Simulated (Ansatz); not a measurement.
# One shape, several levels: GeH2 (SMILES [GeH2])

Aim: a comparison of 6 runs (B2PLYP/STO-3G, PBE0/STO-3G, UPBE0/STO-3G, r2SCAN/STO-3G, CCSDT(Q)/STO-3G, CCSD(T)/STO-3G) of GeH2. 

Program for the calculation: Ansatz 0.2.0.

41 further runs of the same task are left out: 7 that didn't finish, 34 set aside as unsound or not needed.

## 1. The system as given

GeH2 has 3 atoms, charge 0, and is taken as a singlet. As SMILES, `[GeH2]`. The H3–Ge1 distance was set to 3.189 Å, away from the relaxed value. At this shape a bond of the SMILES string is far longer than usual.

Bond lengths: Ge1–H2 1.595 Å.

## 2. The energy at B2PLYP/STO-3G (run 1)

molecule.yaml reads:

```yaml
crystal:
  periodic: [false, false, false]
  atoms:
    - {symbol: Ge, position_ang: [-0.927306, 1.958928, -0.282100]}
    - {symbol: H, position_ang: [0.425794, 2.297428, 0.490600]}
    - {symbol: H, position_ang: [-0.212900, -1.148700, -0.245300]}
basis:
  gaussian: {orbitals: STO-3G}
hamiltonian: {xc: {name: B2PLYP}}
correlation: {frozen_orbitals: {Ge: 9, H: 0}}
accuracy: high
```

Run with:

```console
$ ansatz run molecule.yaml --threads 1 --pin off --max-ram 2610MiB --events-out events.jsonl --progress --plain --runs-dir runs
```

The program printed:

```text
Warning: RAYON_NUM_THREADS=1 ignored (pool sized by the plan → 1); use --threads N
Functional definition: B2PLYP
  name "B2PLYP"
  parameter a = 0.53
  parameter c = 0.27
  exchange = (1 - a)*b88_x + a*exact_x
  correlation = (1 - c)*lyp_c + c*(mp2_os + mp2_ss)
228 factors; integrals over basis functions are off by at most 5.6e-8 eV
mean field evaluation 1: about -55874.9376 eV, gradient 1.3e1 eV
mean field evaluation 2: about -55874.9402 eV, gradient 1.3e1 eV
mean field evaluation 4: about -55875.7439 eV, gradient 1.3e1 eV
mean field evaluation 8: about -55875.7440 eV, gradient 1.3e1 eV
mean field evaluation 16: about -55880.0913 eV, gradient 9.4e-8 eV
mean field -55880.09128046 eV, -2053.5554776708 hartree, gradient 9.4e-8 eV, S^2 0.000000; 0 other end points of the search recorded, 0 dependent functions left out; unrestricted orbitals would lower it
9 core orbitals not correlated: weight in the atoms' cores, before any rotation towards them, 1.000 or more for the frozen orbitals, at most 0.000 for the correlated occupied ones
reference -55880.09129731 eV, -2053.5554782900 hartree; 8, 8 occupied and 3, 3 virtual orbitals, 228 factors
second order -4.69777038 eV of doubles, -0.00000000 eV of singles
Total energy: -55881.35969532 eV, -2053.6020910569 hartree
```

It took 1 s on 1 thread of AMD EPYC 7R43 (Zen 3), shared host; peak memory 0.1 GiB.

## 3. A single-point energy at PBE0/STO-3G (run 2)

molecule.yaml reads:

```yaml
crystal:
  periodic: [false, false, false]
  atoms:
    - symbol: Ge
      position_ang: [-0.927306, 1.958928, -0.282100]
    - symbol: H
      position_ang: [0.425794, 2.297428, 0.490600]
    - symbol: H
      position_ang: [-0.212900, -1.148700, -0.245300]
basis:
  gaussian: {orbitals: STO-3G}
hamiltonian: {xc: pbe0}
accuracy: high
```

Run with:

```console
$ ansatz run molecule.yaml --threads 1 --pin off --max-ram 2610MiB --events-out events.jsonl --progress --plain --runs-dir runs
```

The program printed:

```text
Warning: RAYON_NUM_THREADS=1 ignored (pool sized by the plan → 1); use --threads N
Functional definition: PBE0
  name "PBE0"
  parameter a = 0.25
  parameter kappa = 0.804
  parameter beta = 0.06672455060314922
  exchange = (1 - a)*pbe_x(kappa = kappa, mu = beta*pi^2/3) + a*exact_x
  correlation = pbe_c(beta = beta)
228 factors; integrals over basis functions are off by at most 5.6e-8 eV
mean field evaluation 1: about -55877.7915 eV, gradient 1.6e1 eV
mean field evaluation 2: about -55869.0560 eV, gradient 1.7e1 eV
mean field evaluation 4: about -55870.7176 eV, gradient 7.0e0 eV
mean field evaluation 8: about -55881.9259 eV, gradient 1.5e1 eV
mean field evaluation 16: about -55883.9470 eV, gradient 3.0e-7 eV
mean field -55883.94700463 eV, -2053.6971729205 hartree, gradient 2.4e-8 eV, S^2 0.000000; 2 other end points of the search recorded, 0 dependent functions left out
reference -55883.94700595 eV, -2053.6971729688 hartree; 17, 17 occupied and 3, 3 virtual orbitals, 228 factors
Total energy: -55883.94700595 eV, -2053.6971729688 hartree
```

Run time: 0.85 s. Hardware: 1 thread of AMD EPYC 7R43 (Zen 3), shared host; peak memory 0.1 GiB.

Run 3 isn't shown in full; the table further down has it.

## 4. A single-point energy at r2SCAN/STO-3G (run 4)

molecule.yaml reads:

```yaml
crystal:
  periodic: [false, false, false]
  atoms:
    - {symbol: Ge, position_ang: [-0.927306, 1.958928, -0.282100]}
    - {symbol: H, position_ang: [0.425794, 2.297428, 0.490600]}
    - {symbol: H, position_ang: [-0.212900, -1.148700, -0.245300]}
basis:
  gaussian: {orbitals: STO-3G}
total_charge: 0
hamiltonian: {xc: r2scan}
accuracy: high
```

Run with:

```console
$ ansatz run molecule.yaml --threads 1 --pin off --max-ram 2610MiB --events-out events.jsonl --progress --plain --runs-dir runs
```

The program printed (excerpt; [...] marks lines left out):

```text
Warning: RAYON_NUM_THREADS=1 ignored (pool sized by the plan → 1); use --threads N
Functional definition: r2SCAN
  name "r2SCAN"
[...]
228 factors; integrals over basis functions are off by at most 5.6e-8 eV
[...]
mean field -55891.87386214 eV, -2053.9884795608 hartree, gradient 1.4e-8 eV, S^2 0.000000; 12 other end points of the search recorded, 0 dependent functions left out
reference -55891.87386253 eV, -2053.9884795753 hartree; 17, 17 occupied and 3, 3 virtual orbitals, 228 factors
Total energy: -55891.87386253 eV, -2053.9884795753 hartree
```

It took 5.7 s on 1 thread of AMD EPYC 7R43 (Zen 3), shared host; peak memory 0.12 GiB.

Run 5 isn't shown in full; the table further down has it.

## 5. A single-point energy at CCSD(T)/STO-3G (run 6)

run.yaml reads:

```yaml
crystal:
  periodic: [false, false, false]
  atoms:
    - {symbol: Ge, position_ang: [-0.927306, 1.958928, -0.282100]}
    - {symbol: H, position_ang: [0.425794, 2.297428, 0.490600]}
    - {symbol: H, position_ang: [-0.212900, -1.148700, -0.245300]}
basis:
  gaussian: {orbitals: STO-3G}
scf: {omitted_lower_state_checks: [cluster_reference, increment]}
correlation: {method: ccsd_t, frozen_orbitals: {Ge: 9, H: 0}}
accuracy: high
```

Run with:

```console
$ ansatz run run.yaml --threads 1 --pin off --max-ram 2610MiB --events-out events.jsonl --progress --plain --runs-dir runs
```

The program printed:

```text
Warning: RAYON_NUM_THREADS=1 ignored (pool sized by the plan → 1); use --threads N
[... 14 lines left out ...]
9 core orbitals not correlated: weight in the atoms' cores, before any rotation towards them, 1.000 or more for the frozen orbitals, at most 0.000 for the correlated occupied ones
[... 34 lines left out ...]
WARN: these amplitudes may be one of several solutions (largest doubles amplitude 0.77, level shift 9.46 eV)
Total energy: -55857.57366538 eV, -2052.7279705793 hartree
Checks for a lower state left out: cluster_reference, increment
```

Run time: 0.43 s. Hardware: 1 thread of AMD EPYC 7R43 (Zen 3), shared host.

## 6. Overview of the runs

```
run            level  frozen core orbitals   energy (Eh)  wall time
  1    B2PLYP/STO-3G                     9  -2053.602091        1 s
  2      PBE0/STO-3G                     –  -2053.697173     0.85 s
  3     UPBE0/STO-3G                     –  -2053.747148      9.9 s
  4    r2SCAN/STO-3G                     –  -2053.988480      5.7 s
  5  CCSDT(Q)/STO-3G                     9  -2052.727477     0.95 s
  6   CCSD(T)/STO-3G                     9  -2052.727971     0.43 s
```

## 7. What came out

| quantity | value |
| --- | --- |
| run 6: total energy | -2052.72797 Eh |
| run 6: correlation energy (9 core orbitals frozen) | -180.8 mEh |
| run 6: (T) correction | -0.53 mEh |
| run 6: T1 diagnostic | 0.049 |

What this shows: Totals of different functionals can't be ranked against each other. In run 6 the T1 diagnostic is large, so a single reference may not serve. In runs 1, 5, 6 the log says that unrestricted orbitals would lower the reference, so the values rest on an unstable closed-shell determinant (other closed-shell runs at this shape may share the fault). In runs 1, 2, 3, 4, 5, 6 the basis is minimal, so the values are rough. In runs 1, 2, 4, 6 a closed-shell determinant meets a far-stretched bond, which it describes badly. Spin contamination of the reference: run 3 ⟨S²⟩ = 1.04. Where it is this large, the reference is a mixture of spin states, and values that rest on it are in doubt. All runs together took 19 s, the longest 9.9 s.
